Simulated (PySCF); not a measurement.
# C3H8BFS: the cost of one run

Programs: PySCF 2.14.0, with density-fitted response routines of our own. Each step states its level of theory. These are calculated values for one molecule in the gas phase, unless marked as measured. Atoms are numbered from 0 throughout.

## 1. Starting geometry

14 atoms, charge 0, multiplicity 1; geometry from: GFN2-xTB.

Bonds of the start (Å): C0–S1 1.83, S1–B2 1.75, B2–C3 1.58, C3–C4 1.52, C4–F5 1.38, C0–H6 1.08, C0–H7 1.08, C0–H8 1.08, B2–H9 1.17, C3–H10 1.10, C3–H11 1.10, C4–H12 1.09, C4–H13 1.09.

## 2. Excited states and response: CAM-B3LYP/def2-SVPD

What the job is given:

```
{"job": {"kind": "uv", "xc": "CAM-B3LYP", "basis": "def2-SVPD", "nstates": 8, "ntriplets": 3}, "charge": 0, "multiplicity": 1}
C      2.440955     0.342434     0.308689
S      1.793327    -1.296399     0.798052
B      0.049304    -1.153601     0.682257
C     -0.669431     0.180823     0.229596
C     -2.188090     0.091438     0.227971
F     -2.738956     1.288465    -0.181087
H      2.133839     0.568146    -0.707048
H      3.522337     0.283385     0.365129
H      2.074276     1.098941     0.994382
H     -0.549456    -2.118192     0.961347
H     -0.385608     1.018566     0.875890
H     -0.349501     0.470130    -0.777684
H     -2.583067    -0.104562     1.229367
H     -2.550608    -0.670045    -0.468979
```

Method: TDDFT CAM-B3LYP/def2-SVPD, vertical, gas phase, core orbitals frozen in the response.

The run is started by

```console
OMP_NUM_THREADS=1 python probes_run.py task.json out
```

This one command runs all jobs of the session in turn.

**Question.** How long does this first job take on 1 thread of Arm Neoverse N1, shared host, and how much memory does it need?

About 58 s, with a peak of 0.87 GiB.
